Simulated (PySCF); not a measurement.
# CdB: the SCF solver's settings

The same problem is solved with other solver options, one edit a run.

Program: PySCF 2.14.0. Level of theory: method and basis as typed in the scripts. These are calculated values, not measurements.

10 further runs of the same task are left out: 1 for a known fault of the program, 9 that didn't finish.

### Step 1. The starting structure

CdB: 2 atoms, charge 0, spin multiplicity 2.

Bond lengths: Cd1–B2 2.547 Å.

### Step 2. The run that the others are compared with

input.py reads:

```python
from pyscf import gto, scf, mp

mol = gto.M(
    atom='Cd 0 0 0; B 0 0 2.547',
    basis='crenbl',
    ecp={'Cd': 'crenbl', 'B': 'crenbl'},
    charge=0,
    spin=1,
    symmetry=True,
    verbose=3,
)
mf = scf.UHF(mol)
mf.kernel()
mp.MP2(mf).kernel()
mf.dip_moment()
print('orbital energies (hartree):', [e[max(0, n-3):n+3].round(4) for e, n in zip(mf.mo_energy, mol.nelec)])
```

Run with:

```console
$ OMP_NUM_THREADS=1 python input.py
```

The log of this run is left out.

In short: E(SCF) = -168.396776 Eh, E(MP2) − E(SCF) = -0.24773 Eh, ⟨S²⟩ = 1.854, μ = 4.57 D (of the SCF density).

⟨S²⟩ = 1.85 against 0.75 for a pure state: the determinant is spin-contaminated. The bond length is a typed value, not an optimised one.

### Step 3. Level shift 1 hartree

Edit 1 changes level shift: none → 1 hartree.

input.py reads:

```python
from pyscf import gto, scf, mp

mol = gto.M(
    atom='Cd 0 0 0; B 0 0 2.547',
    basis='crenbl',
    ecp={'Cd': 'crenbl', 'B': 'crenbl'},
    charge=0,
    spin=1,
    symmetry=True,
    verbose=3,
)
mf = scf.UHF(mol)
mf.level_shift = 1.0
mf.kernel()
mp.MP2(mf).kernel()
mf.dip_moment()
print('orbital energies (hartree):', [e[max(0, n-3):n+3].round(4) for e, n in zip(mf.mo_energy, mol.nelec)])
```

Run with:

```console
$ OMP_NUM_THREADS=1 python input.py
```

### Step 4. Initial guess 1e

Edit 2 changes initial guess: minao → 1e.

Changes to input.py since step 2:

```diff
@@ -12,2 +12,3 @@
 mf = scf.UHF(mol)
+mf.init_guess = '1e'
 mf.kernel()
```

### Step 5. Cycle limit 200

Edit 3 changes cycle limit: 50 → 200.

Changes to input.py since step 2:

```diff
@@ -12,2 +12,3 @@
 mf = scf.UHF(mol)
+mf.max_cycle = 200
 mf.kernel()
```

Before running it: what results should come out? Wanted: for each run, E(SCF); from base; SCF dipole; after the SCF.

**Answer**, as computed:

| run | E(SCF) (hartree) | from base (eV) | SCF dipole (D) | after the SCF |
| --- | --- | --- | --- | --- |
| base | -168.396776 | 0 | 4.57 | MP2 correlation -6.741 eV |
| level shift 1 hartree | -168.454428 | -1.5688 | 0.79 | MP2 correlation -7.519 eV |
| initial guess 1e | -168.396776 | 0.0000 | 4.57 | MP2 correlation -6.741 eV |
| cycle limit 200 | -168.396776 | 0.0000 | 4.57 | MP2 correlation -6.741 eV |

In words: With initial guess 1e or cycle limit 200 the SCF ends at the base energy. With level shift 1 hartree the SCF ends in another solution, 1.57 eV lower: the path to self-consistency decides the state here.
